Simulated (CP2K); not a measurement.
**One shape, several levels: ZnSiH4O (SMILES [OH][Zn][SiH3])**

We compute a comparison of 3 runs (GFN2-xTB, PM6, GFN1-xTB) of ZnSiH4O. 

Program for the calculation: CP2K 2026.2.

5 further runs of the same task are left out: 2 that didn't finish, 3 set aside as unsound or not needed.

### 1 Starting point

The species is ZnSiH4O (7 atoms), meant as a singlet with charge 0. As SMILES, `[OH][Zn][SiH3]`. Geometry: a GFN2-xTB relaxation, a rough one for these elements and not checked as a minimum.

Bond lengths: O1–Zn2 1.731 Å, Zn2–Si3 2.333 Å, O1–H4 0.952 Å, Si3–H5 1.468 Å, Si3–H6 1.469 Å, Si3–H7 1.465 Å. Angles: O1–Zn2–Si3 136.2°, Zn2–O1–H4 146.9°, Zn2–Si3–H5 112.6°, Zn2–Si3–H6 112.3°, Zn2–Si3–H7 114.8°, H5–Si3–H6 105.8°, H5–Si3–H7 105.2°, H6–Si3–H7 105.3°.

### 2 Energy and forces at GFN2-xTB (run 1)

Input file run.inp:

```
&GLOBAL
  PROJECT run
  RUN_TYPE ENERGY_FORCE
  PRINT_LEVEL MEDIUM
&END GLOBAL

&FORCE_EVAL
  METHOD Quickstep
  &DFT
    CHARGE 0
    MULTIPLICITY 1
    &QS
      METHOD XTB
      EPS_DEFAULT 1.0E-10
      &XTB
        GFN_TYPE TBLITE
        &TBLITE
          METHOD GFN2
        &END TBLITE
        CHECK_ATOMIC_CHARGES F
      &END XTB
    &END QS
    &POISSON
      PERIODIC NONE
      POISSON_SOLVER ANALYTIC
    &END POISSON
    &SCF
      SCF_GUESS ATOMIC
      EPS_SCF 1.0E-06
      MAX_SCF 150
      ADDED_MOS 4
      &DIAGONALIZATION
        ALGORITHM STANDARD
      &END DIAGONALIZATION
      &MIXING
        METHOD DIRECT_P_MIXING
        ALPHA 0.4
      &END MIXING
      &SMEAR ON
        METHOD FERMI_DIRAC
        ELECTRONIC_TEMPERATURE [K] 300
      &END SMEAR
    &END SCF
    &PRINT
      &MOMENTS
        PERIODIC F
        REFERENCE COM
        MAX_MOMENT 1
      &END MOMENTS
      &MO ON
        ENERGIES T
        OCCUPATION_NUMBERS T
        NDIGITS 6
        &EACH
          QS_SCF 0
        &END EACH
        ADD_LAST NUMERIC
      &END MO
      &HIRSHFELD OFF
      &END HIRSHFELD
    &END PRINT
  &END DFT
  &SUBSYS
    &CELL
      ABC [angstrom] 16 17.1 14.2
      PERIODIC NONE
    &END CELL
    &COORD
      O     -1.451210    -2.011740    -0.035210
      Zn    -1.076640    -0.334710    -0.240160
      Si     0.805560     1.015810     0.033630
      H     -2.116470    -2.690910    -0.079500
      H      1.927770     0.598300    -0.815750
      H      1.314900     0.990980     1.411180
      H      0.596090     2.432270    -0.274190
    &END COORD
    &TOPOLOGY
      &CENTER_COORDINATES
      &END CENTER_COORDINATES
    &END TOPOLOGY
  &END SUBSYS
  &PRINT
    &FORCES ON
    &END FORCES
  &END PRINT
&END FORCE_EVAL
```

Launch:

```console
$ OMP_NUM_THREADS=1 cp2k.psmp run.inp > run.out
```

The program printed:

```text
CP2K| version string:                                       CP2K version 2026.2
[...]
 GLOBAL| Method name                                                        CP2K
[...]
 GLOBAL| Run type                                                   ENERGY_FORCE
[...]
                             - Atoms:                                          7
[...]
                             - Spherical basis functions:                     21
[...]
 Number of electrons:                                                         16
[...]
  *** SCF run converged in    21 steps ***
[...]
  Fermi energy:                                                -0.25615747244962
[...]
 TB_DIPOLE| Moment [Debye]          0.45207549       2.37017899      -0.29538756
 TB_DIPOLE| Derivative [a.u.]       0.00000000       0.00000000       0.00000000
[...]
 ENERGY| Total FORCE_EVAL ( QS ) energy [hartree]             -8.384118181435610
 FORCES| Atomic forces [hartree/bohr]
 FORCES|   Atom     x               y               z               |f|
 FORCES|      1 -2.70538853E-04 -1.09337350E-04  1.25005685E-04   3.17446607E-04
 FORCES|      2  1.61764054E-04 -5.51062363E-05  4.41436224E-05   1.76502027E-04
 FORCES|      3 -2.29681143E-04 -4.60882163E-04  2.39525613E-04   5.67924568E-04
 FORCES|      4  2.49017499E-04  1.53396863E-04 -1.15315806E-04   3.14385190E-04
 FORCES|      5  8.39083828E-05 -8.72521216E-05 -8.82514564E-05   1.49806105E-04
 FORCES|      6 -2.71355864E-05  3.17451163E-06 -1.22744021E-04   1.25747812E-04
 FORCES|      7  3.26656470E-05  5.56006497E-04 -8.23636362E-05   5.63022235E-04
 FORCES| Sum    -7.37528528E-17 -3.45860493E-17  1.91090633E-17
 FORCES| Total atomic force                                       8.36709890E-17
[...]
```

It took 0.86 s on 1 thread of Intel Xeon 6975P-C (Granite Rapids), shared host; peak memory 0.19 GiB.

### 3 Energy and gradient at PM6 (run 2)

Input file mol.inp:

```
&FORCE_EVAL
    METHOD Quickstep
    &DFT
        ! Quickstep
        &QS
            METHOD PM6
            EPS_DEFAULT 1.0E-10
            &SE
                &COULOMB
                    CUTOFF [angstrom] 50
                    RC_RANGE [angstrom] 0
                &END
                &EXCHANGE
                    CUTOFF [angstrom] 50
                    RC_RANGE [angstrom] 0
                &END
            &END
        &END
        ! isolated system
        &POISSON
            PERIODIC NONE
            POISSON_SOLVER ANALYTIC
        &END
        &SCF
            SCF_GUESS ATOMIC
            EPS_SCF 1.0E-06
            MAX_SCF 150
            &DIAGONALIZATION
                ALGORITHM STANDARD
            &END
            &MIXING
                METHOD DIRECT_P_MIXING
                ALPHA 0.4
            &END
        &END
        ! extra output
        &PRINT
            &MOMENTS
                PERIODIC F
                REFERENCE COM
                MAX_MOMENT 1
            &END
            &MO ON
                ENERGIES T
                OCCUPATION_NUMBERS T
                NDIGITS 6
                &EACH
                    QS_SCF 0
                &END
                ADD_LAST NUMERIC
            &END
            &HIRSHFELD OFF
            &END
        &END
    &END
    &SUBSYS
        &CELL
            ABC 20 21.1 18.2
            PERIODIC NONE
        &END
        &COORD
            O      8.643140     8.667580     8.767075
            Zn     9.017710    10.344610     8.562125
            Si    10.899910    11.695130     8.835915
            H      7.977880     7.988410     8.722785
            H     12.022120    11.277620     7.986535
            H     11.409250    11.670300    10.213465
            H     10.690440    13.111590     8.528095
        &END
    &END
    ! extra output
    &PRINT
        &FORCES ON
        &END
    &END
&END

&GLOBAL
    PROJECT mol
    RUN_TYPE ENERGY_FORCE
    PRINT_LEVEL MEDIUM
&END
```

Launch:

```console
$ OMP_NUM_THREADS=1 cp2k.psmp -i mol.inp -o mol.out
```

The program printed:

```text
CP2K| version string:                                       CP2K version 2026.2
[...]
 GLOBAL| Method name                                                        CP2K
[...]
 GLOBAL| Run type                                                   ENERGY_FORCE
[...]
                             - Atoms:                                          7
[...]
                             - Spherical basis functions:                     21
[...]
 Number of electrons:                                                         16
[...]
     1 P_Mix/Diag. 0.40E+00    0.0     0.98315696       -12.6781963807 -1.27E+01
[...]
    17 DIIS/Diag.  0.14E-06    0.0     0.00000024       -16.4755488983 -1.20E-11
  *** SCF run converged in    17 steps ***
  Core-core repulsion energy [eV]:                            476.52664370475367
  Core Hamiltonian energy [eV]:                              -721.38615808222971
  Two-electron integral energy [eV]:                         -406.92594188064083
  Electronic energy [eV]:                                    -924.84912902255007
  Total energy [eV]:                                         -448.32248531779641
  Atomic reference energy [eV]:                               445.58965940821491
  Heat of formation [kcal/mol]:                               -63.02046759725760
[...]
 SE_DIPOLE| Moment [Debye]          0.17910150      -1.33282520       0.27141054
 SE_DIPOLE| Derivative [a.u.]       0.00000000       0.00000000       0.00000000
 ENERGY| Total FORCE_EVAL ( QS ) energy [hartree]            -16.475548898252093
 FORCES| Atomic forces [hartree/bohr]
 FORCES|   Atom     x               y               z               |f|
 FORCES|      1 -1.02587360E-02  4.75058264E-02 -1.10905663E-02   4.98502344E-02
 FORCES|      2 -5.22978029E-02 -9.86720070E-02  3.53176155E-03   1.11730473E-01
 FORCES|      3  4.30686143E-02  3.50293565E-02  5.82651365E-03   5.58203333E-02
 FORCES|      4  1.69713090E-02  1.36745216E-02  1.73582309E-03   2.18639189E-02
 FORCES|      5  5.17016077E-03 -4.32971066E-03 -5.71170043E-03   8.83744751E-03
 FORCES|      6  1.27029398E-03 -1.72464368E-03  8.30167025E-03   8.57355070E-03
 FORCES|      7 -3.92383907E-03  8.51665690E-03 -2.59350182E-03   9.72914228E-03
 FORCES| Sum     8.32667268E-17  2.58473798E-16 -1.21430643E-17
 FORCES| Total atomic force                                       2.71826242E-16
[...]
```

It took 0.92 s on 1 thread of Intel Xeon 6975P-C (Granite Rapids), shared host; peak memory 0.18 GiB.

### 4 The energy at GFN1-xTB (run 3)

Input file run.inp:

```
&GLOBAL
    PROJECT run
    RUN_TYPE ENERGY
    PRINT_LEVEL MEDIUM
&END GLOBAL
&FORCE_EVAL
    METHOD QUICKSTEP
    &DFT
        &QS
            METHOD XTB
            EPS_DEFAULT 1.0E-10
            &XTB
                GFN_TYPE TBLITE
                &TBLITE
                    METHOD GFN1
                &END TBLITE
                CHECK_ATOMIC_CHARGES F
            &END XTB
        &END QS
        &POISSON
            PERIODIC NONE
            POISSON_SOLVER ANALYTIC
        &END POISSON
        &SCF
            SCF_GUESS ATOMIC
            EPS_SCF 1.0E-06
            MAX_SCF 150
            ADDED_MOS 4
            &DIAGONALIZATION
                ALGORITHM STANDARD
            &END DIAGONALIZATION
            &MIXING
                METHOD DIRECT_P_MIXING
                ALPHA 0.4
            &END MIXING
            &SMEAR ON
                METHOD FERMI_DIRAC
                ELECTRONIC_TEMPERATURE [K] 300
            &END SMEAR
        &END SCF
        &PRINT
            &MOMENTS
                PERIODIC F
                REFERENCE COM
                MAX_MOMENT 1
            &END MOMENTS
            &MO ON
                ENERGIES T
                OCCUPATION_NUMBERS T
                NDIGITS 6
                &EACH
                    QS_SCF 0
                &END EACH
                ADD_LAST NUMERIC
            &END MO
            &HIRSHFELD OFF
            &END HIRSHFELD
        &END PRINT
    &END DFT
    &SUBSYS
        &CELL
            ABC 20 21.1 18.2
            PERIODIC NONE
        &END CELL
        &COORD
            UNIT bohr
            O     -2.7423894    -3.8016376    -0.0665373
            Zn    -2.0345547    -0.6325102    -0.4538366
            Si     1.5222878     1.9196027     0.0635515
            H     -3.9995487    -5.0850829    -0.1502332
            H      3.6429573     1.1306231    -1.5415441
            H      2.4848009     1.8726808     2.6667437
            H      1.1264468     4.5963242    -0.5181440
        &END COORD
        &TOPOLOGY
            &CENTER_COORDINATES
            &END CENTER_COORDINATES
        &END TOPOLOGY
    &END SUBSYS
&END FORCE_EVAL
```

Launch:

```console
$ OMP_NUM_THREADS=1 cp2k.psmp -i run.inp > run.out 2>&1
```

The program printed:

```text
CP2K| version string:                                       CP2K version 2026.2
[...]
 GLOBAL| Method name                                                        CP2K
[...]
 GLOBAL| Run type                                                         ENERGY
[...]
                             - Atoms:                                          7
[...]
                             - Spherical basis functions:                     25
[...]
 Number of electrons:                                                         16
[...]
  *** SCF run converged in    20 steps ***
[...]
  Fermi energy:                                                -0.28821981587966
[...]
 TB_DIPOLE| Moment [Debye]         -0.73454111       1.85844381      -0.52571305
 TB_DIPOLE| Derivative [a.u.]       0.00000000       0.00000000       0.00000000
[...]
 ENERGY| Total FORCE_EVAL ( QS ) energy [hartree]             -9.493663823663466
[...]
```

Run time: 0.89 s. Hardware: 1 thread of Intel Xeon 6975P-C (Granite Rapids), shared host; peak memory 0.19 GiB.

### 5 Overview of the runs

| run | level | cell | vacuum round the molecule | energy (Eh) | dipole moment (D) | HOMO energy (eV) | LUMO energy (eV) | wall time |
| --- | --- | --- | --- | --- | --- | --- | --- | --- |
| 1 | GFN2-xTB | (16, 17.1, 14.2) | 6 | -8.384118 | 2.43 | -10.28 | -6.07 | 0.86 s |
| 2 | PM6 | (20, 21.1, 18.2) | 8 | -16.475549 | 1.37 | -11.46 | – | 0.92 s |
| 3 | GFN1-xTB | (20, 21.1, 18.2) | 8 | -9.493664 | 2.07 | -11.14 | -6.95 | 0.89 s |

### 6 Results

| quantity | value |
| --- | --- |
| run 3: total energy | -9.49366 Eh |
| run 3: dipole moment (from atomic charges alone) | 2.07 D |
| run 3: HOMO energy | -11.14 eV |
| run 3: LUMO energy | -6.95 eV |
| run 3: HOMO–LUMO gap | 4.19 eV |

What this shows: The dipole moment (its size) runs from 1.37 D (PM6) to 2.43 D (GFN2-xTB). Some of these are taken from atomic charges alone. Force-field and semi-empirical energies have zeros of their own, so their totals don't compare. All runs together took 2.7 s, the longest 0.92 s.
